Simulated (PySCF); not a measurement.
# Bi3 (Bi33+): the cost of one run

Program: PySCF 2.14.0. Level of theory: several levels, as the steps say, no spin–orbit coupling. These are calculated values, not measurements.

3 further runs of the same task are left out: 2 for a known fault of the program, 1 that didn't finish. Runs told in other sessions of the task aren't counted.

### 1 The starting structure

3 atoms, charge 3, spin multiplicity 1.

Bond lengths: Bi1–Bi2 2.908 Å, Bi2–Bi3 2.908 Å. Angles: Bi1–Bi2–Bi3 180.0°.

Geometry (Å):

| atom | x (Å) | y (Å) | z (Å) |
| --- | --- | --- | --- |
| Bi1 | 0.0000 | 0.0000 | 2.9084 |
| Bi2 | 0.0000 | 0.0000 | 0.0000 |
| Bi3 | 0.0000 | 0.0000 | -2.9084 |

An earlier session relaxed this geometry at PBE, Bi def2-SVP with ECP60 (singlet, point group D∞h).

At PBE on the finer grid: E = -642.729046 Eh, HOMO -19.48 eV, LUMO -18.72 eV, Mulliken charge on Bi1 +1.26 e, largest force component 0.001 eV/Å. The gap is small, and the closed shell wasn't tested for a lower spin-broken solution.

Levels to run: r2SCAN; revPBE; B3LYP; TPSS; PBE, TZVP; PBE, x2c-SVP. Hardware: 2 threads of Arm Neoverse V1, shared host.

### 2 r2SCAN

File run.py (the lines that set the calculation):

```python
mol = gto.M(atom='''
Bi     0.00000     0.00000     2.90839
Bi     0.00000     0.00000     0.00000
Bi     0.00000     0.00000    -2.90839''',
    basis={'Bi': 'def2-SVP'},
    ecp={'Bi': 'def2-SVP'},
    charge=3, spin=0)
mf = dft.RKS(mol, xc='R2SCAN')
mf.grids.atom_grid = (75, 302)
mf = mf.density_fit()  # fitting sets: Bi def2-universal-JKFIT
mf.conv_tol = 1e-08; mf.max_cycle = 55
mf.kernel(dm0)  # dm0: the density of the relaxed state
```

Command:

```console
OMP_NUM_THREADS=2 python run.py
```

**Question.** How long does this run take on 2 threads of Arm Neoverse V1, shared host?

About 4.5 s.
